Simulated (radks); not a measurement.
# Valence configurations of Hf³⁺

Aim: which of several valence configurations of Hf³⁺ lies lowest at this level, and whether it is the one NIST lists ([Xe] 4f14 5d1).

Program: radks (a radial shooting solver on a logarithmic mesh, Libxc functionals) version 1. Level of theory: Dirac Kohn-Sham, PBE, spin-unpolarised, spherical densities, finite nucleus; open shells fill j = l - 1/2 first. These are calculated values, not measurements, unless marked.

**1. The atom as given**

```
element            : hafnium (Z = 72)
charge             : +3
electrons          : 69
configuration      : [Xe] 4f14 5d1
nuclear rms radius : 5.347 fm
others tried       : 4f12 5d1 6p2; 4f12 6s1 6p2; 4f12 5d1 6s2; 4f13 5d1 6p1; 4f14 6s1; 4f13 6p2; 4f14 6p1; 4f13.5 5d0.5 6p1; 4f13 5d2
```

In the logs a row gives level, spin channel, occupation and eigenvalue; Etot, Ekin, Encl (electron-nucleus), Eh (Hartree) and Exc are energies, all in hartree; err is the last residual, it the number of iterations.

**2. [Xe] 4f14 5d1**

Settings of this run:

```text
Z 72
configuration [Xe] 4f14 5d1
relativity Dirac
functional pbe,pbe
spin unpolarised
j_filling energy
nucleus finite rms 5.347 fm
c 137.035999084
```

Launch:

```bash
python run_ks.py task.json out
```

This one command runs every case of the session in turn.

The log of the run:

```text
1s1/2   1   2.0000       -2396.26244421
2s1/2   1   2.0000        -410.39235391
2p1/2   1   2.0000        -392.07258864
2p3/2   1   4.0000        -348.27452729
3s1/2   1   2.0000         -94.27406762
3p1/2   1   2.0000         -86.13530826
3p3/2   1   4.0000         -76.74911236
3d3/2   1   4.0000         -62.94766400
3d5/2   1   6.0000         -60.90041649
4s1/2   1   2.0000         -19.78873172
4p1/2   1   2.0000         -16.45129137
4p3/2   1   4.0000         -14.30402551
4d3/2   1   4.0000          -8.81351806
4d5/2   1   6.0000          -8.42030650
4f5/2   1   6.0000          -1.65072051
4f7/2   1   8.0000          -1.58646953
5s1/2   1   2.0000          -3.45216521
5p1/2   1   2.0000          -2.50149367
5p3/2   1   4.0000          -2.20944052
5d3/2   1   1.0000          -1.00870011
5d5/2   1   0.0000          -0.98321691
Etot -15094.0117392104
Ekin 16877.5870702963
Encl -37516.45626447082
Eh 5853.8264802596605
Exc -308.96902529554154
err 1.2317369465268434e-08
it 15
```

Highest occupied level: 5d3/2 at -27.448 eV.

Sizes of the orbitals, from the radial functions (bohr):

```
level  occupation  energy (eV)     <r>  outermost maximum (interpolated)  90 % within  nodes
4d5/2           6      -229.13  0.5401                             0.475        0.812      1
5s1/2           2      -93.938   1.132                              1.02         1.63      4
5p1/2           2      -68.069   1.254                              1.10         1.83      3
5p3/2           4      -60.122   1.354                              1.18         1.98      3
4f5/2           6      -44.918  0.6673                             0.452         1.13      0
4f7/2           8      -43.170  0.6794                             0.457         1.15      0
5d3/2           1      -27.448   1.915                              1.55         2.92      2
5d5/2           0      -26.755   1.962                              1.59         2.99      2
```

Radial density 4πr²ρ:

```
r (bohr)  4πr²ρ (e/bohr)
0.000805           4.933
 0.00125           9.801
 0.00193           18.56
 0.00299           33.66
 0.00461           55.64
 0.00715           81.78
  0.0110           99.63
  0.0171           97.52
  0.0264           89.73
  0.0409           112.1
  0.0630           129.7
  0.0979           101.9
   0.151           117.5
   0.234           82.19
   0.363           64.49
   0.560           56.88
   0.869           21.60
    1.34           10.13
    2.08           2.017
    3.20          0.1565
```

**3. [Xe] 4f12 5d1 6p2**

Input: that of step 2 with these lines changed.

```diff
@@ -1,3 +1,3 @@
 Z 72
-configuration [Xe] 4f14 5d1
+configuration [Xe] 4f12 5d1 6p2
 relativity Dirac
```

The log of the run:

```text
1s1/2   1   2.0000       -2397.26782227
2s1/2   1   2.0000        -411.46578804
2p1/2   1   2.0000        -393.13172178
2p3/2   1   4.0000        -349.34179348
3s1/2   1   2.0000         -95.43232303
3p1/2   1   2.0000         -87.28894406
3p3/2   1   4.0000         -77.90692030
3d3/2   1   4.0000         -64.09611822
3d5/2   1   6.0000         -62.05082136
4s1/2   1   2.0000         -20.88957462
4p1/2   1   2.0000         -17.54635722
4p3/2   1   4.0000         -15.37922073
4d3/2   1   4.0000          -9.87287475
4d5/2   1   6.0000          -9.47252593
4f5/2   1   6.0000          -2.63697619
4f7/2   1   6.0000          -2.56646248
5s1/2   1   2.0000          -4.11587183
5p1/2   1   2.0000          -3.10617936
5p3/2   1   4.0000          -2.76671513
5d3/2   1   1.0000          -1.39700769
5d5/2   1   0.0000          -1.35919349
6p1/2   1   2.0000          -0.91230681
6p3/2   1   0.0000          -0.85528062
Etot -15091.5390570287
Ekin 16876.653012385745
Encl -37445.50626414963
Eh 5784.682647202151
Exc -307.368452466962
err 1.434489830991697e-08
it 15
```

Energy against step 2 ([Xe] 4f14 5d1): +67.285 eV. The top filled level is 6p1/2, -24.825 eV.

**4. [Xe] 4f12 6s1 6p2**

Input: that of step 3 with these lines changed.

```diff
@@ -1,3 +1,3 @@
 Z 72
-configuration [Xe] 4f12 5d1 6p2
+configuration [Xe] 4f12 6s1 6p2
 relativity Dirac
```

The log of the run:

```text
1s1/2   1   2.0000       -2397.41385283
2s1/2   1   2.0000        -411.61930759
2p1/2   1   2.0000        -393.28498833
2p3/2   1   4.0000        -349.49536860
3s1/2   1   2.0000         -95.58075637
3p1/2   1   2.0000         -87.43760432
3p3/2   1   4.0000         -78.05529496
3d3/2   1   4.0000         -64.24574949
3d5/2   1   6.0000         -62.20029840
4s1/2   1   2.0000         -21.03600559
4p1/2   1   2.0000         -17.69287211
4p3/2   1   4.0000         -15.52580834
4d3/2   1   4.0000         -10.01973594
4d5/2   1   6.0000          -9.61940232
4f5/2   1   6.0000          -2.78201911
4f7/2   1   6.0000          -2.71135669
5s1/2   1   2.0000          -4.24867799
5p1/2   1   2.0000          -3.23160145
5p3/2   1   4.0000          -2.88546734
6s1/2   1   1.0000          -1.21281868
6p1/2   1   2.0000          -0.95399319
6p3/2   1   0.0000          -0.89272266
Etot -15091.282451495528
Ekin 16876.694831781802
Encl -37435.687100311865
Eh 5774.890857057279
Exc -307.1810400227442
err 1.218657061582854e-08
it 15
```

Energy against step 2 ([Xe] 4f14 5d1): +74.268 eV. 6p1/2 is the highest filled level (-25.959 eV).

**5. [Xe] 4f12 5d1 6s2**

Input: that of step 4 with these lines changed.

```diff
@@ -1,3 +1,3 @@
 Z 72
-configuration [Xe] 4f12 6s1 6p2
+configuration [Xe] 4f12 5d1 6s2
 relativity Dirac
```

The log of the run:

```text
1s1/2   1   2.0000       -2397.19142449
2s1/2   1   2.0000        -411.38914144
2p1/2   1   2.0000        -393.05536994
2p3/2   1   4.0000        -349.26534247
3s1/2   1   2.0000         -95.35538555
3p1/2   1   2.0000         -87.21203183
3p3/2   1   4.0000         -77.83000325
3d3/2   1   4.0000         -64.01913840
3d5/2   1   6.0000         -61.97383629
4s1/2   1   2.0000         -20.81246385
4p1/2   1   2.0000         -17.46927604
4p3/2   1   4.0000         -15.30217620
4d3/2   1   4.0000          -9.79590198
4d5/2   1   6.0000          -9.39557170
4f5/2   1   6.0000          -2.56039270
4f7/2   1   6.0000          -2.48991371
5s1/2   1   2.0000          -4.04116667
5p1/2   1   2.0000          -3.03318480
5p3/2   1   4.0000          -2.69541877
5d3/2   1   1.0000          -1.33640913
5d5/2   1   0.0000          -1.29958992
6s1/2   1   2.0000          -1.12042490
Etot -15092.033582007587
Ekin 16877.265405570754
Encl -37451.73232893938
Eh 5789.884516426786
Exc -307.4511750657446
err 7.670788874156777e-09
it 15
```

E − E(step 2, [Xe] 4f14 5d1) = +53.828 eV. 6s1/2 is the highest filled level (-30.488 eV).

**6. [Xe] 4f13 5d1 6p1**

Input: that of step 5 with these lines changed.

```diff
@@ -1,3 +1,3 @@
 Z 72
-configuration [Xe] 4f12 5d1 6s2
+configuration [Xe] 4f13 5d1 6p1
 relativity Dirac
```

The log of the run:

```text
1s1/2   1   2.0000       -2396.74538079
2s1/2   1   2.0000        -410.90669901
2p1/2   1   2.0000        -392.58034374
2p3/2   1   4.0000        -348.78603165
3s1/2   1   2.0000         -94.82795558
3p1/2   1   2.0000         -86.68700244
3p3/2   1   4.0000         -77.30285343
3d3/2   1   4.0000         -63.49690661
3d5/2   1   6.0000         -61.45058681
4s1/2   1   2.0000         -20.31960678
4p1/2   1   2.0000         -16.97953895
4p3/2   1   4.0000         -14.82346376
4d3/2   1   4.0000          -9.32560646
4d5/2   1   6.0000          -8.92918150
4f5/2   1   6.0000          -2.12623689
4f7/2   1   7.0000          -2.05888814
5s1/2   1   2.0000          -3.78099777
5p1/2   1   2.0000          -2.80134931
5p3/2   1   4.0000          -2.48636608
5d3/2   1   1.0000          -1.19981433
5d5/2   1   0.0000          -1.16830971
6p1/2   1   1.0000          -0.82914775
6p3/2   1   0.0000          -0.77911385
Etot -15092.977735259663
Ekin 16877.26926412287
Encl -37482.349739282596
Eh 5820.2977872304
Exc -308.19504733033887
err 1.1661961064051035e-08
it 14
```

E − E(step 2, [Xe] 4f14 5d1) = +28.137 eV. The top filled level is 6p1/2, -22.562 eV.

**7. [Xe] 4f14 6s1**

Input: that of step 6 with these lines changed.

```diff
@@ -1,3 +1,3 @@
 Z 72
-configuration [Xe] 4f13 5d1 6p1
+configuration [Xe] 4f14 6s1
 relativity Dirac
```

The log of the run:

```text
1s1/2   1   2.0000       -2396.38505278
2s1/2   1   2.0000        -410.52028661
2p1/2   1   2.0000        -392.20034473
2p3/2   1   4.0000        -348.40250249
3s1/2   1   2.0000         -94.39853465
3p1/2   1   2.0000         -86.25992016
3p3/2   1   4.0000         -76.87355622
3d3/2   1   4.0000         -63.07294728
3d5/2   1   6.0000         -61.02559877
4s1/2   1   2.0000         -19.91315059
4p1/2   1   2.0000         -16.57584744
4p3/2   1   4.0000         -14.42892284
4d3/2   1   4.0000          -8.93889881
4d5/2   1   6.0000          -8.54581644
4f5/2   1   6.0000          -1.77552357
4f7/2   1   8.0000          -1.71116766
5s1/2   1   2.0000          -3.57395064
5p1/2   1   2.0000          -2.61735955
5p3/2   1   4.0000          -2.32016198
6s1/2   1   1.0000          -1.00433850
Etot -15093.938940201508
Ekin 16877.739641175605
Encl -37508.15057206375
Eh 5845.262139451614
Exc -308.79014876497666
err 1.0491507366672343e-08
it 14
```

Energy against step 2 ([Xe] 4f14 5d1): +1.981 eV. 6s1/2 is the highest filled level (-27.329 eV).

**8. [Xe] 4f13 6p2**

Input: that of step 7 with these lines changed.

```diff
@@ -1,3 +1,3 @@
 Z 72
-configuration [Xe] 4f14 6s1
+configuration [Xe] 4f13 6p2
 relativity Dirac
```

The log of the run:

```text
1s1/2   1   2.0000       -2396.91948691
2s1/2   1   2.0000        -411.08731190
2p1/2   1   2.0000        -392.76061298
2p3/2   1   4.0000        -348.96660584
3s1/2   1   2.0000         -95.00430904
3p1/2   1   2.0000         -86.86353423
3p3/2   1   4.0000         -77.47915832
3d3/2   1   4.0000         -63.67430420
3d5/2   1   6.0000         -61.62785688
4s1/2   1   2.0000         -20.49520589
4p1/2   1   2.0000         -17.15524355
4p3/2   1   4.0000         -14.99939589
4d3/2   1   4.0000          -9.50190303
4d5/2   1   6.0000          -9.10555305
4f5/2   1   6.0000          -2.30104367
4f7/2   1   7.0000          -2.23354612
5s1/2   1   2.0000          -3.94740337
5p1/2   1   2.0000          -2.95992238
5p3/2   1   4.0000          -2.63794486
6p1/2   1   2.0000          -0.89240280
6p3/2   1   0.0000          -0.83830589
Etot -15092.579235374626
Ekin 16877.072110667825
Encl -37470.07494700349
Eh 5808.397760837946
Exc -307.9741598769025
err 2.6430536169316185e-09
it 15
```

E − E(step 2, [Xe] 4f14 5d1) = +38.980 eV. 6p1/2 is the highest filled level (-24.284 eV).

**9. [Xe] 4f14 6p1**

Input: that of step 8 with these lines changed.

```diff
@@ -1,3 +1,3 @@
 Z 72
-configuration [Xe] 4f13 6p2
+configuration [Xe] 4f14 6p1
 relativity Dirac
```

The log of the run:

```text
1s1/2   1   2.0000       -2396.42559960
2s1/2   1   2.0000        -410.56081467
2p1/2   1   2.0000        -392.24078138
2p3/2   1   4.0000        -348.44296255
3s1/2   1   2.0000         -94.43892621
3p1/2   1   2.0000         -86.30031407
3p3/2   1   4.0000         -76.91393987
3d3/2   1   4.0000         -63.11339091
3d5/2   1   6.0000         -61.06603849
4s1/2   1   2.0000         -19.95376191
4p1/2   1   2.0000         -16.61645867
4p3/2   1   4.0000         -14.46956426
4d3/2   1   4.0000          -8.97953898
4d5/2   1   6.0000          -8.58646352
4f5/2   1   6.0000          -1.81597952
4f7/2   1   8.0000          -1.75160031
5s1/2   1   2.0000          -3.61400189
5p1/2   1   2.0000          -2.65642408
5p3/2   1   4.0000          -2.35828873
6p1/2   1   1.0000          -0.80650819
6p3/2   1   0.0000          -0.75926943
Etot -15093.718699136754
Ekin 16877.46529901698
Encl -37504.920404823075
Eh 5842.486471883567
Exc -308.75006521422773
err 1.0453810895675685e-08
it 15
```

Energy against step 2 ([Xe] 4f14 5d1): +7.974 eV. The top filled level is 6p1/2, -21.946 eV.

**10. [Xe] 4f13.5 5d0.5 6p1**

Input: that of step 9 with these lines changed.

```diff
@@ -1,3 +1,3 @@
 Z 72
-configuration [Xe] 4f14 6p1
+configuration [Xe] 4f13.5 5d0.5 6p1
 relativity Dirac
```

The log of the run:

```text
1s1/2   1   2.0000       -2396.58241943
2s1/2   1   2.0000        -410.73023009
2p1/2   1   2.0000        -392.40715912
2p3/2   1   4.0000        -348.61102664
3s1/2   1   2.0000         -94.62912135
3p1/2   1   2.0000         -86.48937267
3p3/2   1   4.0000         -77.10409151
3d3/2   1   4.0000         -63.30091898
3d5/2   1   6.0000         -61.25406749
4s1/2   1   2.0000         -20.13352265
4p1/2   1   2.0000         -16.79489612
4p3/2   1   4.0000         -14.64365647
4d3/2   1   4.0000          -9.14984213
4d5/2   1   6.0000          -8.75516813
4f5/2   1   6.0000          -1.96833852
4f7/2   1   7.5000          -1.90248179
5s1/2   1   2.0000          -3.69754826
5p1/2   1   2.0000          -2.72899598
5p3/2   1   4.0000          -2.42252830
5d3/2   1   0.5000          -1.16247466
5d5/2   1   0.0000          -1.13272568
6p1/2   1   1.0000          -0.81810527
6p3/2   1   0.0000          -0.76944347
Etot -15093.37727197045
Ekin 16877.38824669738
Encl -37493.85024523973
Eh 5831.5618246098165
Exc -308.47709803791724
err 1.383759801171577e-08
it 14
```

Energy against step 2 ([Xe] 4f14 5d1): +17.265 eV. 6p1/2 is the highest filled level (-22.262 eV).

**11. [Xe] 4f13 5d2**

Input: that of step 10 with these lines changed.

```diff
@@ -1,3 +1,3 @@
 Z 72
-configuration [Xe] 4f13.5 5d0.5 6p1
+configuration [Xe] 4f13 5d2
 relativity Dirac
```

The log of the run:

```text
1s1/2   1   2.0000       -2396.57651219
2s1/2   1   2.0000        -410.73206530
2p1/2   1   2.0000        -392.40605116
2p3/2   1   4.0000        -348.61145224
3s1/2   1   2.0000         -94.65665047
3p1/2   1   2.0000         -86.51556362
3p3/2   1   4.0000         -77.13158690
3d3/2   1   4.0000         -63.32474889
3d5/2   1   6.0000         -61.27852963
4s1/2   1   2.0000         -20.14872741
4p1/2   1   2.0000         -16.80856321
4p3/2   1   4.0000         -14.65226441
4d3/2   1   4.0000          -9.15405467
4d5/2   1   6.0000          -8.75755014
4f5/2   1   6.0000          -1.95572590
4f7/2   1   7.0000          -1.88849658
5s1/2   1   2.0000          -3.61653638
5p1/2   1   2.0000          -2.64378420
5p3/2   1   4.0000          -2.33499297
5d3/2   1   2.0000          -1.07993789
5d5/2   1   0.0000          -1.05104883
Etot -15093.320558927198
Ekin 16877.42885410843
Encl -37494.284072247916
Eh 5831.965176376351
Exc -308.43051716406416
err 1.1795799980805402e-08
it 15
```

E − E(step 2, [Xe] 4f14 5d1) = +18.808 eV. Highest occupied level: 5d3/2 at -29.387 eV.

**12. Results**

```csv
valence,E − E(NIST configuration) (eV),highest level,its energy (eV),1s shift (eV)
4f14 5d1,0.000,5d3/2,-27.448,+0.00
4f14 6s1,1.981,6s1/2,-27.329,-3.34
4f14 6p1,7.974,6p1/2,-21.946,-4.44
4f13.5 5d0.5 6p1,17.265,6p1/2,-22.262,-8.71
4f13 5d2,18.808,5d3/2,-29.387,-8.55
4f13 5d1 6p1,28.137,6p1/2,-22.562,-13.14
4f13 6p2,38.980,6p1/2,-24.284,-17.88
4f12 5d1 6s2,53.828,6s1/2,-30.488,-25.28
4f12 5d1 6p2,67.285,6p1/2,-24.825,-27.36
4f12 6s1 6p2,74.268,6p1/2,-25.959,-31.33
```

Theory agrees with NIST among these: the next, 4f14 6s1, lies 1.981 eV higher. The energies are those of spherical spin-averaged densities, not of single terms. The 1s eigenvalue shifts by up to 31.33 eV as the valence charge is rearranged.
